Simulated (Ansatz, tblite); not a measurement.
## A script for SiSeS (GFN1-xTB)

These are simulated results from tblite 0.8.0, not measurements. The cell was built from a prototype and was relaxed with r2SCAN in plane waves (Ansatz 0.2.0). It may be hypothetical. It is a single sheet, repeated along a and b, with vacuum along c. All runs are without spin polarisation.

In-plane lattice: a = 3.392 Å, b = 3.392 Å, γ = 120.0°; thickness between the outer nuclei 2.73 Å. Around Si lie 3 S at 2.35 Å and 3 Se at 2.43 Å; around S lie 3 Si at 2.35 Å; around Se lie 3 Si at 2.43 Å.

tblite solves periodic systems at the zone centre alone, so the script builds a cluster of 3×3×1 conventional cells (27 atoms), which folds in a coarse mesh of k points.

Input script:

```python
import json
from ase import Atoms
from ase.build import make_supercell
from ase.units import Bohr, GPa, Hartree
from tblite.interface import Calculator

atoms = Atoms(['Si', 'S', 'Se'],
              cell=[[3.39239427, 0.0, 0.0], [-1.69619714, 2.93789962, 0.0], [0.0, 0.0, 29.17166344]],
              scaled_positions=[[0.0, 0.0, 0.310200771], [0.333333333, 0.666666667, 0.354468364], [0.666666667, 0.333333333, 0.260886587]],
              pbc=True)
cluster = make_supercell(atoms, [[3, 0, 0], [0, 3, 0], [0, 0, 1]])
calc = Calculator('GFN1-xTB', cluster.numbers, cluster.positions / Bohr, lattice=cluster.cell[:] / Bohr, periodic=cluster.pbc)
calc.set('temperature', 0.02 / Hartree)
calc.set('max-iter', 150)
res = calc.singlepoint()
levels = res.get('orbital-energies') * Hartree
nv = round(res.get('orbital-occupations').sum() / 2)
cells = len(cluster) // len(atoms)
out = {'energy_per_cell': res.get('energy') * Hartree / cells, 'homo': levels[nv - 1], 'lumo': levels[nv],
       'stress': (-res.get('virial') * Hartree / cluster.get_volume() / GPa).tolist(), 'charges': res.get('charges')[:len(atoms)].tolist(), 'electrons': 2 * nv / cells}
json.dump(out, open('results.json', 'w'))
for key, value in out.items():
    print(key, value)
```

Command: `python run.py`. It took 1.1 s on 1 thread of Arm Neoverse V1, on a shared host, peak memory 0.1 GiB.

What it printed:

```
------------------------------------------------------------
  cycle        total energy    energy error   density error
------------------------------------------------------------
      1     -81.02677492826  -8.1021110E+01   5.3028192E-01
      2     -80.47915051569   5.4762441E-01   3.4648974E-01
      3     -78.45460147719   2.0245490E+00   3.4860106E-01
      4     -81.42604319657  -2.9714417E+00   9.0208920E-02
      5     -81.48242439964  -5.6381203E-02   2.0682450E-02
      6     -81.48336725255  -9.4285291E-04   5.7609318E-03
      7     -81.48346775354  -1.0050099E-04   1.1338801E-03
      8     -81.48346800475  -2.5121221E-07   2.8864978E-04
      9     -81.48346849680  -4.9205012E-07   1.6518191E-05
------------------------------------------------------------

 total:                                   0.381 sec
energy_per_cell -246.36423509675473
homo -9.390574646814512
lumo -5.494030530563425
stress [[0.4349630088789646, -4.2677856349100326e-05, 6.730063424424862e-08], [-4.267785634921724e-05, 0.4349139094357841, -9.779684163002316e-08], [6.73006342679458e-08, -9.779684149547293e-08, -0.7569469658478177]]
charges [0.2593669059348447, -0.173043987214378, -0.08632431425363937]
electrons 16.0
```

The cycle table is in hartree for the whole cluster, and the lines after it are in eV (the energy for one cell). The printed stress is in GPa and positive in compression, and the pressure is its mean diagonal, here averaged over the vacuum too.

GFN1-xTB gives a gap of 3.90 eV. On the same cell, plane-wave PBE (Ansatz, 12×12×1 k points and the special points) gives a gap of 0.73 eV and r2SCAN a gap of 1.06 eV; on shared hosts these took about 15 and 44 core-seconds on the 3-atom cell, against 1.1 for the script. Semilocal gaps usually lie below measured ones. xTB was fitted to molecules, so gaps, charges and pressures of solids can be far off, and the gap also depends on the size of the cluster.

xTB was fitted mostly to molecules, and a small cluster samples few k points, so gaps, pressures and kinks along a curve can be far from a solid's.

Spin-orbit coupling is left out.
